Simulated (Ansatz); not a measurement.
**CH₄BFN₂: how energies converge with the basis set**

The task here is to estimate one member of a computed series from the others.

The runs use Ansatz 0.2.0, Gaussian basis; one geometry, several basis sets.

Levels to be run: PBE0-D4/def2-SVP; ωB97M-V/def2-SVP; PBE0-D4/def2-QZVPP; ωB97M-V/def2-QZVPP; the functionals' def2-TZVPP values are taken from earlier runs.

## The geometry

All runs share one geometry, relaxed beforehand with PBE0-D4 in a triple-zeta def2 set.

9 atoms, charge 0, spin multiplicity 1.

Atoms are counted from 1 here; the program's logs count them from 0.

Bond lengths: N1–C2 1.284 Å, N1–H6 1.017 Å, C2–N3 1.361 Å, C2–B4 1.570 Å, N3–H7 1.003 Å, N3–H8 1.006 Å, B4–F5 1.323 Å, B4–H9 1.197 Å. Angles: C2–N1–H6 109.7°, N1–C2–N3 120.6°, N1–C2–B4 121.4°, N3–C2–B4 118.0°, C2–N3–H7 119.9°, C2–N3–H8 118.4°, H7–N3–H8 118.2°, C2–B4–F5 119.8°, C2–B4–H9 121.6°, F5–B4–H9 118.5°.

The first run:

File in.yaml:

```yaml
crystal:
  periodic: [false, false, false]
  atoms:
    - {symbol: N, position_ang: [0.364804, 0.301810, -1.546732]}
    - {symbol: C, position_ang: [0.118811, -0.082269, -0.346129]}
    - {symbol: N, position_ang: [0.471351, -1.329024, 0.069081]}
    - {symbol: B, position_ang: [-0.601208, 0.859760, 0.682740]}
    - {symbol: F, position_ang: [-0.746963, 0.472508, 1.938866]}
    - {symbol: H, position_ang: [-0.001280, 1.239570, -1.688452]}
    - {symbol: H, position_ang: [0.451970, -1.554828, 1.045967]}
    - {symbol: H, position_ang: [1.042671, -1.892432, -0.538431]}
    - {symbol: H, position_ang: [-1.011657, 1.938606, 0.365988]}
basis:
  gaussian: {orbitals: def2-SVP}
hamiltonian: {xc: pbe0, dispersion: d4}
output: {orbitals: {seedname: orbitals}}
```

Steps of the session up to this table: PBE0-D4 in def2-SVP; ωB97M-V in def2-SVP; PBE0-D4 in def2-QZVPP; ωB97M-V in def2-QZVPP.

One table of the session follows, with a row left open; its other results are not shown here.

It belongs to the step «Functionals by basis». 

| functional | basis | HOMO (eV) | LUMO (eV) |
| --- | --- | --- | --- |
| PBE0-D4 | def2-SVP | -6.86 | -1.64 |
| PBE0-D4 | def2-TZVPP | -7.15 | -1.83 |
| PBE0-D4 | def2-QZVPP | -7.22 | -1.89 |
| ωB97M-V | def2-SVP | -9.07 | 0.52 |
| ωB97M-V | def2-TZVPP | ? | ? |
| ωB97M-V | def2-QZVPP | -9.46 | 0.18 |

**Question.** Estimate the row for ωB97M-V, def2-TZVPP.

As computed: HOMO (eV): -9.40; LUMO (eV): 0.26. In the column «HOMO (eV)» it lies between ωB97M-V, def2-QZVPP (-9.46) and ωB97M-V, def2-SVP (-9.07).
